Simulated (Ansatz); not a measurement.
# AlRu4: the cost of one run

Method: DFT PBE, scalar-relativistic, plane waves, PAW, in Ansatz 0.2.0.

### Step 1. Starting point

Symmetry: P-43m, No. 215, cubic system. The conventional cell has a = 4.393 Å, b = 4.393 Å, c = 4.393 Å, α = 90.00°, β = 90.00°, γ = 90.00°. Al (site symmetry -43m) is surrounded by 4 Ru at 1.86 Å. Ru (site symmetry 3m) has 1 Al at 1.86 Å as nearest neighbours.

Structure file:

```
CELL_PARAMETERS angstrom
4.39339 0.00000 0.00000
0.00000 4.39339 0.00000
0.00000 0.00000 4.39339
ATOMIC_POSITIONS crystal
Al 0.00000 0.00000 0.00000
Ru 0.24378 0.75622 0.75622
Ru 0.75622 0.24378 0.75622
Ru 0.75622 0.75622 0.24378
Ru 0.24378 0.24378 0.24378
```

The cell is invented: species swapped into a database cell of SnI4 (P-43m, No. 215), with Al on the Sn sites and Ru on the I sites. Lengths come from tabulated atomic sizes and are only a guess.

### Step 2. The guess as it stands, on a coarse mesh

The input, input.yaml:

```yaml
crystal:
  lattice:
    - [4.39339233, 0.0, 0.0]
    - [0.0, 4.39339233, 0.0]
    - [0.0, 0.0, 4.39339233]
  atoms:
    - { symbol: Al, position: [0.0, 0.0, 0.0] }
    - { symbol: Ru, position: [0.24378108, 0.75621892, 0.75621892] }
    - { symbol: Ru, position: [0.75621892, 0.24378108, 0.75621892] }
    - { symbol: Ru, position: [0.75621892, 0.75621892, 0.24378108] }
    - { symbol: Ru, position: [0.24378108, 0.24378108, 0.24378108] }
basis:
  ecutwfc: 420
kpoints:
  mp_grid: { grid: [4, 4, 4] }
hamiltonian:
  xc: pbe
scf:
  occupations: { method: gaussian, width: 0.1 }
  lower_state_search: "off"
output:
  forces: true
  stress: true
  eigenvalues: true
```

Run with:

```console
ansatz run input.yaml --threads 1 --pin off --max-ram 2048MiB --backend cpu --events-out ev --progress --plain --runs-dir out
```

Q: Estimate wall time and peak memory on 1 thread of Arm Neoverse V1, shared host.

About 2.8 s, with a peak of 0.29 GiB.
